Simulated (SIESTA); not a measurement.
BiTe under changes of volume

One of the cells (34.532 Å³/atom); the others are scaled copies at fixed shape and fractional positions:

```
Bi Te
1.0
     0.00000    3.25642    3.25642
     3.25642    0.00000    3.25642
     3.25642    3.25642    0.00000
Bi Te
1 1
Direct
  0.00000 0.00000 0.00000
  0.50000 0.50000 0.50000
```

* Program: SIESTA 5.4.2
* Functional: PBEsol
* Potentials or basis: PseudoDojo 0.4 standard (PBEsol files)
* Basis: DZP (energy shift 0.003 Ry; two zetas on semicore shells)
* Grid cutoff: 500 Ry
* Energy shift: 0.003 Ry
* k mesh: 7 × 7 × 7
* Occupations: fermi-dirac, width 0.05 eV
* Spin: no spin polarisation

```tsv
volume (Å³/atom)	energy over the lowest point (meV/atom)	pressure (GPa)
31.824	11.84	2.6
32.501	3.46	1.4
33.178	0.00	0.3
34.532	7.18	-1.6
35.209	?	?
35.886	27.52	-3.2
```

Task: What does the run at 35.209 Å³/atom give?

Result: Energy over the lowest point 15.71 meV/atom; pressure -2.4 GPa.

Worked out: A Birch-Murnaghan fit of order 3 (a polynomial in V^(-2/3)) to the other rows has its minimum at 33.28 Å³/atom with B0 = V·E''(V) = 53 GPa and B' = 6.9. It gives 15.92 meV/atom at 35.209 Å³/atom, against the run's 15.71, and -dE/dV = -2.4 GPa, against -2.4.

Energies are extrapolated to zero smearing.

Caveats: the basis of atomic orbitals isn't converged, which shifts pressures, moduli and gaps.
